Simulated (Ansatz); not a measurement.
**C₃H₉NSi: basis-set convergence**

One table from this session's results is given with a row withheld; the runs are named, their logs left out.

Computed with Ansatz 0.2.0, Gaussian basis. Level: one geometry, several basis sets.

Plan: PBE0-D4/def2-SVP; ωB97M-V/def2-SVP; PBE0-D4/def2-QZVPP; ωB97M-V/def2-QZVPP; the functionals' def2-TZVPP values are taken from earlier runs.

## The relaxed structure

An earlier PBE0-D4 in a triple-zeta def2 set relaxation fixed the geometry.

SMILES `C[Si]N(C)C`, 14 atoms, charge 0, spin multiplicity 1.

Atoms are counted from 1 here; the program's logs count them from 0.

Bond lengths: C1–Si2 1.908 Å, C1–H6 1.096 Å, C1–H7 1.096 Å, C1–H8 1.093 Å, Si2–N3 1.719 Å, N3–C4 1.444 Å, N3–C5 1.449 Å, C4–H9 1.088 Å, C4–H10 1.097 Å, C4–H11 1.097 Å, C5–H12 1.097 Å, C5–H13 1.097 Å, C5–H14 1.092 Å. Angles: Si2–C1–H6 112.2°, Si2–C1–H7 112.3°, Si2–C1–H8 109.3°, H6–C1–H7 107.8°, H6–C1–H8 107.6°, H7–C1–H8 107.6°, C1–Si2–N3 101.5°, Si2–N3–C4 129.9°, Si2–N3–C5 118.4°, C4–N3–C5 111.8°, N3–C4–H9 111.2°, N3–C4–H10 110.8°, N3–C4–H11 110.8°, H9–C4–H10 108.3°, H9–C4–H11 108.3°, H10–C4–H11 107.2°, N3–C5–H12 111.1°, N3–C5–H13 111.1° and more.

Geometry (Å):

```xyz
14
charge 0, multiplicity 1
C    -1.9269    0.0839    1.2900
Si   -0.8600    1.3442    0.3348
N     0.3704    0.3323   -0.3109
C     0.5618   -1.0931   -0.1770
C     1.4050    0.9391   -1.1235
H    -2.3448   -0.6866    0.6322
H    -1.3625   -0.4225    2.0812
H    -2.7637    0.6043    1.7623
H    -0.2196   -1.5392    0.4344
H     1.5314   -1.3145    0.2870
H     0.5521   -1.5818   -1.1596
H     2.3972    0.7793   -0.6834
H     1.4151    0.5113   -2.1338
H     1.2316    2.0140   -1.2047
```

The first run:

Contents of in.yaml:

```yaml
crystal:
  periodic: [false, false, false]
  atoms:
    - {symbol: C, position_ang: [-1.926928, 0.083857, 1.290031]}
    - {symbol: Si, position_ang: [-0.859967, 1.344248, 0.334757]}
    - {symbol: N, position_ang: [0.370441, 0.332328, -0.310895]}
    - {symbol: C, position_ang: [0.561794, -1.093109, -0.176987]}
    - {symbol: C, position_ang: [1.404995, 0.939127, -1.123545]}
    - {symbol: H, position_ang: [-2.344849, -0.686650, 0.632231]}
    - {symbol: H, position_ang: [-1.362497, -0.422496, 2.081162]}
    - {symbol: H, position_ang: [-2.763722, 0.604311, 1.762257]}
    - {symbol: H, position_ang: [-0.219631, -1.539167, 0.434369]}
    - {symbol: H, position_ang: [1.531363, -1.314458, 0.286965]}
    - {symbol: H, position_ang: [0.552143, -1.581751, -1.159560]}
    - {symbol: H, position_ang: [2.397159, 0.779287, -0.683394]}
    - {symbol: H, position_ang: [1.415112, 0.511299, -2.133763]}
    - {symbol: H, position_ang: [1.231584, 2.013975, -1.204729]}
basis:
  gaussian: {orbitals: def2-SVP}
hamiltonian: {xc: pbe0, dispersion: d4}
output: {orbitals: {seedname: orbitals}}
```

Started as:

```bash
$ ansatz run in.yaml --threads 4 --pin off --events-out ev --progress --plain --max-ram 10444MiB
```

Steps of the session up to this table: PBE0-D4 in def2-SVP; ωB97M-V in def2-SVP; PBE0-D4 in def2-QZVPP; ωB97M-V in def2-QZVPP.

One of the session's tables, all rows but one given; the rest of the session is left out.

It belongs to the step «Functionals by basis». 

```
functional       basis  HOMO (eV)
   PBE0-D4    def2-SVP      -5.80
   PBE0-D4  def2-TZVPP      -5.88
   PBE0-D4  def2-QZVPP      -5.92
   ωB97M-V    def2-SVP      -7.90
   ωB97M-V  def2-TZVPP      -8.00
   ωB97M-V  def2-QZVPP          ?
```

**Question.** Estimate the row for ωB97M-V, def2-QZVPP.

The run gave: HOMO (eV): -8.03. In the column «HOMO (eV)» it is the lowest.
